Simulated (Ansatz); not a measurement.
**GePH (quintet): the correlation ladder, cc-pVTZ**

Aim: climb from Hartree-Fock through coupled cluster and multireference methods for GePH (quintet) at one geometry and basis, and see what each rung misses.

Program: Ansatz 0.2.0, Gaussian basis. Level of theory: cc-pVTZ, core rule «outside noble gas», up to 19 orbitals frozen. These are calculated values, not measurements.

To be run: UHF; CCSD(T) on ROHF; CCSD(T) on UHF; BCCD(T) on ROHF; CCSDT(Q) on ROHF; CCSDT(Q) on UHF; CASSCF and MRCISD+Q, 10 electrons in 9 orbitals; CASSCF and NEVPT2, 10 electrons in 9 orbitals.

6 further runs of the same task are left out: 6 set aside as unsound or not needed.

**1. What is computed**

The geometry is a PBE0/def2-TZVP stationary point (not a proven minimum) of the parent state, kept for this charge and spin. No spin-orbit coupling is included. The filled d shell of Ge may be among the frozen orbitals whatever the setting's name suggests; the logs give the count.

3 atoms, charge 0, spin multiplicity 5.

Atoms are counted from 1 here; the program's logs count them from 0.

Bond lengths: Ge1–P2 2.352 Å, P2–H3 1.429 Å. Angles: Ge1–P2–H3 97.4°.

**2. UHF**

Input file in.yaml:

```yaml
crystal:
  periodic: [false, false, false]
  atoms:
    - {symbol: Ge, position_ang: [0.000000, 0.017255, 0.720743]}
    - {symbol: P, position_ang: [0.000000, -0.083577, -1.629309]}
    - {symbol: H, position_ang: [0.000000, 1.324792, -1.874064]}
basis:
  gaussian: {orbitals: cc-pVTZ}
magnetization: {spin_polarized: true, initial_magnetization: 4}
hamiltonian: {xc: hf}
output: {orbitals: {seedname: orbitals}}
```

The run is started by

```console
> ansatz run in.yaml --threads 1 --pin off --events-out ev --progress --plain --max-ram 4096MiB --backend cpu
```

After this run come: CCSD(T) on ROHF; CCSD(T) on UHF; BCCD(T) on ROHF; CCSDT(Q) on ROHF; CCSDT(Q) on UHF; CASSCF and MRCISD+Q, 10 electrons in 9 orbitals; CASSCF and NEVPT2, 10 electrons in 9 orbitals.

Q: Predict the results of all the runs planned. Wanted: UCCSDT(Q) below the RHF energy; RMP2 from UCCSDT(Q); UMP2 from UCCSDT(Q); RCCSD from UCCSDT(Q); RCCSD(T) from UCCSDT(Q); UCCSD(T) from UCCSDT(Q); RCCSDT(Q) from UCCSDT(Q); NEVPT2 valence from UCCSDT(Q); MRCISD+Q valence from UCCSDT(Q).

**Answer**, as computed:

| quantity | value |
| --- | --- |
| UCCSDT(Q) below the RHF energy | -6.2888 eV |
| RMP2 from UCCSDT(Q) | +27.43 kcal/mol |
| UMP2 from UCCSDT(Q) | +28.45 kcal/mol |
| RCCSD from UCCSDT(Q) | +8.01 kcal/mol |
| RCCSD(T) from UCCSDT(Q) | +1.66 kcal/mol |
| UCCSD(T) from UCCSDT(Q) | +1.29 kcal/mol |
| RCCSDT(Q) from UCCSDT(Q) | +0.43 kcal/mol |
| NEVPT2 valence from UCCSDT(Q) | +27.90 kcal/mol |
| MRCISD+Q valence from UCCSDT(Q) | +2.35 kcal/mol |
| levels within 1 kcal/mol (43 meV) | RCCSDT, UCCSDT, RCCSDT(Q) |
| T1 diagnostic | 0.031 |
| effectively unpaired electrons | 4.02 |

RCCSD(T) lands +1.66 kcal/mol from the yardstick (1.1 % of the correlation energy). One determinant dominates. Of the multireference levels listed MRCISD+Q valence comes nearest in total energy (+2.35 kcal/mol), which doesn't show that its space is the better one. These misses are within one basis, not against nature; the frozen cores of restricted and unrestricted runs differ, which can shift their rows.
